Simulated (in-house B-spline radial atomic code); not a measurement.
# Rb⁺: density, ELF and screening along the radius

Aim: the shell structure of Rb⁺ in the radial density, the electron localisation function and the screened nuclear charge, under several settings.

Program: in-house B-spline radial atomic code version 1. Level of theory: several methods, spin-polarised, as named in each step; spherical all-electron atom at the radial basis limit. These are calculated values, not measurements, unless marked.

## Step 1: The system

* element: rubidium (Z = 37)
* charge: +1
* electrons: 36
* configuration: [Ar] 3d10 4s2 4p6
* nucleus: point (non-relativistic runs) or finite (X2C runs)

Outer shells as boxes (Hund's rule):

[Ar] 3d10 4s2 4p6
```
[Ar] core
3d [↑↓][↑↓][↑↓][↑↓][↑↓]
4s [↑↓]
4p [↑↓][↑↓][↑↓]
```

Where spins are not typed, each open shell is filled with up spins first.

## Step 2: LDA (VWN5), non-rel.

Settings, as recorded:

```ini
Z = 37
electrons = 36.0
configuration = [Ar] 3d10 4s2 4p6
hamiltonian = nr
method = lda,vwn
spin_polarised = True
```

Started as:

```sh
python run_scf.py task.json out
```

task.json lists these runs, among others, and the program works through them in turn.

## Step 3: PBE, non-rel.

Settings, as recorded:

```ini
Z = 37
electrons = 36.0
configuration = [Ar] 3d10 4s2 4p6
hamiltonian = nr
method = pbe,pbe
spin_polarised = True
```

## Step 4: Hartree-Fock, non-rel.

Settings, as recorded:

```ini
Z = 37
electrons = 36.0
configuration = [Ar] 3d10 4s2 4p6
hamiltonian = nr
method = hf
spin_polarised = True
```

## Step 5: r2SCAN0, non-rel.

Changes to the settings of step 4:

```diff
@@ -4,3 +4,3 @@
 hamiltonian = nr
-method = hf
+method = r2scan0
 spin_polarised = True
```

Before running: How large is the system in each run, where do the shell borders lie, and what is the highest level?

**Answer**, as computed:

| run | total energy (hartree) | highest level (eV) | radius holding 50 / 90 / 99 % (bohr) | radius at n = 0.001 (bohr) | ELF minima on the full grid (bohr) |
| --- | --- | --- | --- | --- | --- |
| LDA (VWN5), non-rel. | -2936.1830 | -21.792 | 0.456 / 1.65 / 2.91 | 3.65 | 0.063, 0.25, 1.0 |
| PBE, non-rel. | -2939.5702 | -21.650 | 0.456 / 1.65 / 2.91 | 3.65 | 0.063, 0.25, 1.0 |
| Hartree-Fock, non-rel. | -2938.2199 | -27.445 | 0.456 / 1.66 / 2.91 | 3.64 | 0.063, 0.25, 1.0 |
| r2SCAN0, non-rel. | -2939.9843 | -23.712 | 0.456 / 1.65 / 2.90 | 3.62 | 0.063, 0.25, 1.0 |

What this shows: In the first run ELF has 3 minima on the grid, which mark the borders between shells. On the record's full grid the screened charge (r times the electrostatic potential) falls from 36.9 near the nucleus to 1.00 at 6.0 bohr; far out it tends to the net charge, 1. The grid is coarse (about 22 % a step), so the places of minima are rough.

Members of this set that are not shown: 1 used exact exchange with fractional occupations of an open shell, which is unsound here.
